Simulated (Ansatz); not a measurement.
# C₆H₁₃O₂+: small, medium and large basis sets

An exercise on one series of results from a longer session: the logs are not shown, and one member is left open.

Computed with Ansatz 0.2.0, Gaussian basis. Level: one geometry, several basis sets.

Levels to be run: PBE0-D4/def2-SVP; ωB97M-V/def2-SVP; PBE0-D4/def2-QZVPP; ωB97M-V/def2-QZVPP; the functionals' def2-TZVPP values are taken from earlier runs.

## Structure used throughout

The geometry comes from an earlier relaxation with PBE0-D4 in a triple-zeta def2 set; it is a stationary point, not always the lowest conformer.

SMILES `CC(=[OH+])OC(C)(C)C`, 21 atoms, charge 1, spin multiplicity 1.

Atoms are counted from 1 here; the program's logs count them from 0.

Bond lengths: C1–C2 1.478 Å, C1–H9 1.094 Å, C1–H10 1.087 Å, C1–H11 1.094 Å, C2–O3 1.295 Å, C2–O4 1.247 Å, O3–H12 0.969 Å, O4–C5 1.563 Å, C5–C6 1.507 Å, C5–C7 1.508 Å, C5–C8 1.508 Å, C6–H13 1.091 Å, C6–H14 1.090 Å, C6–H15 1.090 Å, C7–H16 1.089 Å, C7–H17 1.092 Å, C7–H18 1.091 Å, C8–H19 1.092 Å and more. Angles: C2–C1–H9 109.5°, C2–C1–H10 110.5°, C2–C1–H11 109.4°, H9–C1–H10 109.8°, H9–C1–H11 107.9°, H10–C1–H11 109.8°, C1–C2–O3 121.1°, C1–C2–O4 119.1°, O3–C2–O4 119.9°, C2–O3–H12 112.4°, C2–O4–C5 127.7°, O4–C5–C6 100.6°, O4–C5–C7 107.5°, O4–C5–C8 107.5°, C6–C5–C7 112.6°, C6–C5–C8 112.6°, C7–C5–C8 114.7°, C5–C6–H13 108.4° and more.

Set-up of the first run:

File in.yaml:

```yaml
crystal:
  periodic: [false, false, false]
  atoms:
    - {symbol: C, position_ang: [0.815122, -2.007511, -1.963425]}
    - {symbol: C, position_ang: [0.581049, -1.254920, -0.713218]}
    - {symbol: O, position_ang: [0.987023, -1.712219, 0.427771]}
    - {symbol: O, position_ang: [-0.018097, -0.162561, -0.766563]}
    - {symbol: C, position_ang: [-0.370820, 0.792116, 0.419906]}
    - {symbol: C, position_ang: [-1.074307, 1.903525, -0.316495]}
    - {symbol: C, position_ang: [-1.289116, 0.039588, 1.349985]}
    - {symbol: C, position_ang: [0.927388, 1.239645, 1.043610]}
    - {symbol: H, position_ang: [1.889965, -2.157962, -2.102564]}
    - {symbol: H, position_ang: [0.406603, -1.468053, -2.813472]}
    - {symbol: H, position_ang: [0.344063, -2.992372, -1.889371]}
    - {symbol: H, position_ang: [1.437785, -2.565644, 0.344222]}
    - {symbol: H, position_ang: [-1.382439, 2.657647, 0.409479]}
    - {symbol: H, position_ang: [-1.965818, 1.538666, -0.827346]}
    - {symbol: H, position_ang: [-0.413464, 2.379258, -1.041651]}
    - {symbol: H, position_ang: [-0.783402, -0.758973, 1.890014]}
    - {symbol: H, position_ang: [-1.662615, 0.751955, 2.088471]}
    - {symbol: H, position_ang: [-2.152553, -0.360549, 0.816288]}
    - {symbol: H, position_ang: [0.690937, 2.026736, 1.762572]}
    - {symbol: H, position_ang: [1.597956, 1.669251, 0.297788]}
    - {symbol: H, position_ang: [1.434730, 0.442367, 1.583989]}
basis:
  gaussian: {orbitals: def2-SVP}
total_charge: 1
hamiltonian: {xc: pbe0, dispersion: d4}
output: {orbitals: {seedname: orbitals}}
```

Among the steps run: PBE0-D4 in def2-SVP; ωB97M-V in def2-SVP; PBE0-D4 in def2-QZVPP; ωB97M-V in def2-QZVPP.

One table of the session follows, with a row left open; its other results are not shown here.

It belongs to the step «Functionals by basis». 

| functional | basis | HOMO (eV) | LUMO (eV) |
| --- | --- | --- | --- |
| PBE0-D4 | def2-SVP | -13.88 | -6.04 |
| PBE0-D4 | def2-TZVPP | -13.87 | -5.98 |
| PBE0-D4 | def2-QZVPP | -13.88 | -6.00 |
| ωB97M-V | def2-SVP | -16.21 | -3.68 |
| ωB97M-V | def2-TZVPP | ? | ? |
| ωB97M-V | def2-QZVPP | -16.21 | -3.67 |

**Question.** Estimate the row for ωB97M-V, def2-TZVPP.

**Answer.** HOMO (eV): -16.21; LUMO (eV): -3.65.
